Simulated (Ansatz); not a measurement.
**AlH₅O₂SSi: small, medium and large basis sets**

One table from this session's results is given with a row withheld; the runs are named, their logs left out.

Program: Ansatz 0.2.0, Gaussian basis. Level of theory: one geometry, several basis sets. These are calculated values, not measurements.

Plan: PBE0-D4/def2-SVP; ωB97M-V/def2-SVP; PBE0-D4/def2-QZVPP; ωB97M-V/def2-QZVPP; the functionals' def2-TZVPP values are taken from earlier runs.

**The relaxed structure**

All runs share one geometry, relaxed beforehand with PBE0-D4 in a triple-zeta def2 set.

SMILES `[OH][Al]([SH])[O][SiH3]`, 10 atoms, charge 0, spin multiplicity 1.

Atoms are counted from 1 here; the program's logs count them from 0.

Bond lengths: O1–Al2 1.685 Å, O1–H6 0.955 Å, Al2–S3 2.173 Å, Al2–O4 1.672 Å, S3–H7 1.344 Å, O4–Si5 1.625 Å, Si5–H8 1.487 Å, Si5–H9 1.487 Å, Si5–H10 1.487 Å. Angles: Al2–O1–H6 124.3°, O1–Al2–S3 121.1°, O1–Al2–O4 119.2°, S3–Al2–O4 119.7°, Al2–S3–H7 92.2°, Al2–O4–Si5 167.1°, O4–Si5–H8 110.1°, O4–Si5–H9 110.5°, O4–Si5–H10 109.5°, H8–Si5–H9 109.0°, H8–Si5–H10 108.8°, H9–Si5–H10 108.8°.

Set-up of the first run:

in.yaml reads:

```yaml
crystal:
  periodic: [false, false, false]
  atoms:
    - {symbol: O, position_ang: [-1.746306, 0.961644, 1.542618]}
    - {symbol: Al, position_ang: [-0.197033, 0.862280, 0.888675]}
    - {symbol: S, position_ang: [1.391409, 2.184802, 1.558544]}
    - {symbol: O, position_ang: [0.115568, -0.274820, -0.295959]}
    - {symbol: Si, position_ang: [0.068121, -1.469232, -1.396823]}
    - {symbol: H, position_ang: [-2.005559, 1.582052, 2.220841]}
    - {symbol: H, position_ang: [2.280134, 1.629942, 0.716188]}
    - {symbol: H, position_ang: [-0.668375, -1.019864, -2.607708]}
    - {symbol: H, position_ang: [-0.608807, -2.668082, -0.835535]}
    - {symbol: H, position_ang: [1.453950, -1.839822, -1.787841]}
basis:
  gaussian: {orbitals: def2-SVP}
hamiltonian: {xc: pbe0, dispersion: d4}
output: {orbitals: {seedname: orbitals}}
```

Steps of the session up to this table: PBE0-D4 in def2-SVP; ωB97M-V in def2-SVP; PBE0-D4 in def2-QZVPP; ωB97M-V in def2-QZVPP.

One table of the session follows, with a row left open; its other results are not shown here.

It belongs to the step «Density functionals: the series». 

| functional | basis | HOMO (eV) |
| --- | --- | --- |
| PBE0-D4 | def2-SVP | -7.66 |
| PBE0-D4 | def2-TZVPP | -7.83 |
| PBE0-D4 | def2-QZVPP | -7.87 |
| ωB97M-V | def2-SVP | -9.81 |
| ωB97M-V | def2-TZVPP | ? |
| ωB97M-V | def2-QZVPP | -10.07 |

**Question.** Estimate the row for ωB97M-V, def2-TZVPP.

**Answer.** HOMO (eV): -10.03. In the column «HOMO (eV)» it lies between ωB97M-V, def2-QZVPP (-10.07) and ωB97M-V, def2-SVP (-9.81).
